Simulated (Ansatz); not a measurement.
# Ba2IBrF2: the cost of one run

Program: Ansatz 0.2.0. Level of theory: DFT PBEsol, scalar-relativistic, plane waves, PAW. These are calculated values, not measurements.

## Step 1: The system as given

The structure is tetragonal, space group P4mm (No. 99). Conventional cell: a = 4.623 Å, b = 4.623 Å, c = 7.991 Å, α = 90.00°, β = 90.00°, γ = 90.00°. Around Ba (site symmetry 4mm) lie 4 F at 2.70 Å and 4 I at 3.59 Å and 1 Br at 3.89 Å. Ba (site symmetry 4mm) has 4 F at 2.73 Å and 4 Br at 3.50 Å and 1 I at 3.65 Å as nearest neighbours. Around I (site symmetry 4mm) lie 5 Ba at 3.59 to 3.65 Å. Br (site symmetry 4mm) has 5 Ba at 3.50 to 3.89 Å and 4 F at 3.55 Å as nearest neighbours. F (site symmetry 2mm) is surrounded by 4 Ba at 2.70 to 2.73 Å.

Coordinates:

```xyz
6
Lattice="4.6234 0.0000 0.0000 0.0000 4.6234 0.0000 0.0000 0.0000 7.9914" Properties=species:S:1:pos:R:3 pbc="T T T"
Ba    2.3117    2.3117    6.6120
Ba    0.0000    0.0000    1.4799
I     0.0000    0.0000    5.1256
Br    2.3117    2.3117    2.7179
F     2.3117    0.0000    0.0237
F     0.0000    2.3117    0.0237
```

Source of the structure: the Materials Project (structure only).

(A quick probe on a coarse mesh, which set the mesh and smearing, is not shown.)

## Step 3: The relaxation

input.yaml reads:

```yaml
crystal:
  lattice:
    - [4.623364, 0.0, 0.0]
    - [0.0, 4.623364, 0.0]
    - [0.0, 0.0, 7.991386]
  atoms:
    - { symbol: Ba, position: [0.5, 0.5, 0.827396] }
    - { symbol: Ba, position: [0.0, 0.0, 0.185191] }
    - { symbol: I, position: [0.0, 0.0, 0.641387] }
    - { symbol: Br, position: [0.5, 0.5, 0.340098] }
    - { symbol: F, position: [0.5, 0.0, 0.002964] }
    - { symbol: F, position: [0.0, 0.5, 0.002964] }
basis:
  ecutwfc: 420
kpoints:
  mp_grid: { grid: [6, 6, 4] }
hamiltonian:
  xc: pbesol
scf:
  occupations: { method: gaussian, width: 0.02 }
output:
  forces: true
  stress: true
  eigenvalues: true
relax:
  adjacent_minimum: "off"
  f_tol: 0.005
  max_steps: 80
  cell: { stress_tol: 0.05 }
```

Command:

```bash
$ ansatz run input.yaml --threads 1 --pin off --max-ram 2560MiB --backend cpu --events-out ev --progress --plain --runs-dir out
```

Q: Estimate wall time and peak memory on 1 thread of Intel Xeon at 2.50GHz (Skylake/Cascade Lake), shared host.

About 5.2 min, with a peak of 0.5 GiB.
